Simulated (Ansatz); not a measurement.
Run this with Ansatz 0.2.0, Python API and show what comes out.

The script reads `c2h5nsi.xyz`:
```text
9

C     0.26850    2.01070   -0.97890
C     0.21120    0.84340   -0.52770
N     0.18100   -0.24520   -0.12450
Si   -0.13030   -1.65510    0.79980
H    -0.37090    2.30300   -1.87690
H     0.82660    2.83430   -0.52240
H     0.72540   -2.77460    0.42000
H    -1.57380   -2.01180    0.50260
H    -0.04910   -1.35100    2.29090
```

`c2h5nsi.py`:
```python
# -*- coding: utf-8 -*-
from collections import Counter

import ansatz


def total_energy(molecule, charge=0, unpaired=0):
    calc = (
        molecule.calculation()
        .basis(gaussian="def2-SVPD")
        .functional("r2SCAN")
    )
    if charge:
        calc = calc.charge(charge)
    if unpaired:
        calc = calc.spin("collinear", total=unpaired)
    report = calc.run(threads=1, backend="cpu").report
    if report["published_state_doubts"]:
        print("  doubts:", report["published_state_doubts"])
    return report["free_energy_ev"]


def main():
    molecule = ansatz.Crystal.molecule_from_extxyz("c2h5nsi.xyz")

    unpaired = {"C": 2, "N": 3, "Si": 2, "H": 1}
    counts = Counter(site.symbol for site in molecule.cartesian_sites)
    atom_energy = {s: total_energy(ansatz.Crystal.molecule().atom(s, (0, 0, 0)), 0, unpaired[s]) for s in counts}
    whole = total_energy(molecule, 0, 0)
    for s, e in atom_energy.items():
        print(f"{s:2s} x{counts[s]}  {e:14.5f} eV")
    print(f"C2H5NSi: {whole:.5f} eV")
    split = sum(counts[s] * e for s, e in atom_energy.items()) - whole
    print(f"atomisation energy (no zero-point term): {split:.3f} eV, {split / sum(counts.values()):.3f} eV an atom")


if __name__ == "__main__":
    main()
```

Output of `python c2h5nsi.py`:
```text
C  x2     -1028.27148 eV
N  x1     -1483.46268 eV
Si x1     -7870.77624 eV
H  x5       -13.58417 eV
C2H5NSi: -11513.67885 eV
atomisation energy (no zero-point term): 34.976 eV, 3.886 eV an atom
```

34.976 eV from the electronic energies, without the zero-point term.

What to keep in mind:
- Total energies depend on the basis set; only differences at equal settings carry meaning.
- The geometry is a force-field or estimated start, not a minimum of this method, and the basis set is short of its limit. All parts are taken at fixed geometry, without zero-point energy.
- Finished in 8.5 s on 1 thread of Arm Neoverse V1, on a shared host, peak memory 0.21 GiB.
